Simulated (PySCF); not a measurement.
# C3H7FSi: the cost of one run

The runs use PySCF 2.14.0, with density-fitted response routines of our own; the level of theory stands in each step. All values are computed, except where a source is named. Atoms count from 0, in the outputs and in this text.

**1. The molecule as given**

12 atoms, charge 0, multiplicity 1; geometry from: GFN2-xTB. The atoms were then displaced at random by about 0.01 Å, so the start is not that level's minimum.

Bonds of the start (Å): F0–C1 1.37, C1–Si2 1.88, C1–C3 1.47, C3–C4 1.51, C4–C1 1.50, Si2–H5 1.46, Si2–H6 1.46, Si2–H7 1.49, C3–H8 1.10, C3–H9 1.09, C4–H10 1.07, C4–H11 1.08.

**2. Relaxing the molecule at PBE0-D3(BJ)/def2-SVP**

What the job is given:

```
{"job": {"xc": "PBE0", "basis": "def2-SVP", "d3": "d3bj", "grid": 1, "shake": 0.01, "kind": "geom"}, "charge": 0, "multiplicity": 1}
F      0.210940     1.142020    -1.442550
C      0.023910     0.314290    -0.366520
Si     1.671510    -0.205260     0.375410
C     -1.165710     0.588980     0.448740
C     -1.158050    -0.601230    -0.478170
H      2.451550    -0.898350    -0.648890
H      1.384450    -1.091990     1.505410
H      2.399260     1.006930     0.832420
H     -1.815010     1.432350     0.184150
H     -1.148560     0.419590     1.527470
H     -1.749340    -0.552790    -1.365080
H     -1.065260    -1.582790    -0.037280
```

The run is started by

```console
$ OMP_NUM_THREADS=1 python probes_run.py task.json out
```

The driver reads the jobs from task.json and runs them one after another.

Q: Estimate the wall time and peak memory of this first job on 1 thread of Arm Neoverse V1, shared host.

About 17 s, with a peak of 0.45 GiB.
